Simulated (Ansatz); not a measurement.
# TaC (sextet): wave-function methods side by side, def2-QZVPP

An exercise on one series of results from a longer session: the logs are not shown, and one member is left open.

Method: def2-QZVPP, core rule «outside noble gas», up to 5 orbitals frozen; program: Ansatz 0.2.0, Gaussian basis.

Plan: UHF; ROHF; CCSD(T) on UHF.

## What is computed

The geometry is a PBE0/def2-TZVP stationary point (not a proven minimum) of the parent state, kept for this charge and spin. No spin-orbit coupling is included. Elements past krypton take def2 core potentials.

2 atoms, charge 0, spin multiplicity 6.

Atoms are counted from 1 here; the program's logs count them from 0.

Bond lengths: Ta1–C2 1.764 Å.

The first run:

The input, in.yaml:

```yaml
crystal:
  periodic: [false, false, false]
  atoms:
    - {symbol: Ta, position_ang: [0.000000, 0.000000, 0.000000]}
    - {symbol: C, position_ang: [0.000000, 0.000000, 1.764200]}
basis:
  gaussian: {orbitals: "def2-QZVPP.json"}
magnetization: {spin_polarized: true, initial_magnetization: 5}
hamiltonian: {xc: hf}
output: {orbitals: {seedname: orbitals}}
```

On the command line:

```console
> ansatz run in.yaml --threads 1 --pin off --events-out ev --progress --plain --max-ram 4096MiB --backend cpu
```

Among the steps run: UHF; ROHF; CCSD(T) on UHF.

One of the session's tables, all rows but one given; the rest of the session is left out.

| method | from UCCSD(T) (meV) |
| --- | --- |
| ROHF | ? |
| UHF | +6610.7 |
| UMP2 | +774.8 |
| UCCSD | +412.1 |
| UCCSD(T) | 0 |

Q: Estimate the row for ROHF from the others.

The run gave: from UCCSD(T) (meV): +6852.0. In the column «from UCCSD(T) (meV)» it is the highest.
